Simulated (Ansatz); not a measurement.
# NaAsH (quartet): from Hartree-Fock to the top rungs at a displaced geometry (v1), cc-pVDZ

An exercise on one series of results from a longer session: the logs are not shown, and one member is left open.

The runs use Ansatz 0.2.0, Gaussian basis; cc-pVDZ, core rule «outside noble gas», up to 19 orbitals frozen.

To be run: UHF; CCSD(T) on ROHF; CCSD(T) on UHF; BCCD(T) on ROHF; CISD; CCSDT(Q) on ROHF; CCSDT(Q) on UHF.

43 further runs of the same task are left out: 15 for a known fault of the program, 14 that didn't finish, 14 set aside as unsound or not needed.

## The system

The geometry is a PBE0/def2-TZVP stationary point (not a proven minimum) with its atoms shifted at random (size 0.040 Å). No spin-orbit coupling is included. The filled d shell of As may be among the frozen orbitals whatever the setting's name suggests; the logs give the count.

3 atoms, charge 0, spin multiplicity 4.

Atoms are counted from 1 here; the program's logs count them from 0.

Bond lengths: As1–H3 1.485 Å.

Set-up of the first run:

The input, in.yaml:

```yaml
crystal:
  periodic: [false, false, false]
  atoms:
    - {symbol: As, position_ang: [-0.015433, -0.009008, 0.798673]}
    - {symbol: Na, position_ang: [-0.016266, -0.025151, -3.080980]}
    - {symbol: H, position_ang: [0.031698, 0.034159, 2.282307]}
basis:
  gaussian: {orbitals: cc-pVDZ}
magnetization: {spin_polarized: true, initial_magnetization: 3}
hamiltonian: {xc: hf}
output: {orbitals: {seedname: orbitals}}
```

Command:

```console
> ansatz run in.yaml --threads 1 --pin off --events-out ev --progress --plain --max-ram 2393MiB
```

Steps of the session up to this table: UHF; CCSD(T) on ROHF; CCSD(T) on UHF; BCCD(T) on ROHF; CISD; CCSDT(Q) on ROHF; CCSDT(Q) on UHF.

One of the session's tables, all rows but one given; the rest of the session is left out.

| method | from UCCSDT(Q) (kcal/mol) |
| --- | --- |
| ROHF | +64.87 |
| UHF | +61.39 |
| RMP2 | ? |
| UMP2 | +14.13 |
| CISD | +3.28 |
| RCCSD | +1.69 |
| UCCSD | +1.41 |
| RCCSD(T) | +0.53 |
| UCCSD(T) | +0.31 |
| BCCD(T) | +0.53 |
| RCCSDT | +0.26 |
| UCCSDT | +0.04 |
| RCCSDT(Q) | +0.21 |
| UCCSDT(Q) | 0 |

**Question.** Estimate the row for RMP2.

The run gave: from UCCSDT(Q) (kcal/mol): +13.93. In the column «from UCCSDT(Q) (kcal/mol)» it lies between CISD (+3.28) and UMP2 (+14.13).

Limits of these values: Restricted and unrestricted rows rest on different reference determinants; where their highest levels disagree by more than a few hundredths of an eV, they describe different states and don't form one ladder.
